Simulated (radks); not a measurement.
# Cr⁺ in [Ne] 3s1.5 3p6 3d5 4p0.5: an all-electron calculation

The task here is to estimate one member of a computed series from the others.

Method: Dirac Kohn-Sham, LDA (Slater exchange, Perdew-Wang correlation), spin-unpolarised, spherical densities, finite nucleus; open shells fill j = l - 1/2 first. Code: radks (a radial shooting solver on a logarithmic mesh, Libxc functionals) version 1.

### Starting point

| Quantity | Value |
| --- | --- |
| element | chromium (Z = 24) |
| charge | +1 |
| electrons | 23 |
| configuration | [Ne] 3s1.5 3p6 3d5 4p0.5 |
| nuclear rms radius | 3.6452 fm |

Set-up of the first run:

Input:

```text
Z 24
configuration [Ne] 3s1.5 3p6 3d5 4p0.5
relativity Dirac
functional lda,pw
spin unpolarised
j_filling energy
nucleus finite rms 3.6452 fm
c 137.035999084
```

Launch:

```
$ python run_ks.py task.json out
```

The same process makes all the runs of this session.

One of the session's tables, all rows but one given; the rest of the session is left out.

It belongs to the step «Radial structure». From the orbitals of this run (lengths in bohr):

| level | <r> | outermost maximum (interpolated) | 90 % within | nodes |
| --- | --- | --- | --- | --- |
| 1s1/2 | 0.06366 | 0.0417 | 0.114 | 0 |
| 2s1/2 | ? | ? | ? | ? |
| 2p1/2 | 0.2581 | 0.196 | 0.424 | 0 |
| 2p3/2 | 0.2610 | 0.198 | 0.428 | 0 |
| 3s1/2 | 0.9007 | 0.776 | 1.35 | 2 |
| 3p1/2 | 0.9548 | 0.791 | 1.48 | 1 |
| 3p3/2 | 0.9638 | 0.798 | 1.49 | 1 |
| 3d3/2 | 1.304 | 0.820 | 2.29 | 0 |
| 3d5/2 | 1.309 | 0.823 | 2.30 | 0 |
| 4p1/2 | 3.680 | 3.08 | 5.54 | 2 |
| 4p3/2 | 3.707 | 3.11 | 5.58 | 2 |

Q: Estimate the row for 2s1/2 from the others.

**Answer.** <r>: 0.2936; outermost maximum (interpolated): 0.244; 90 % within: 0.456; nodes: 1. In the column «<r>» it lies between 2p3/2 (0.2610) and 3s1/2 (0.9007).
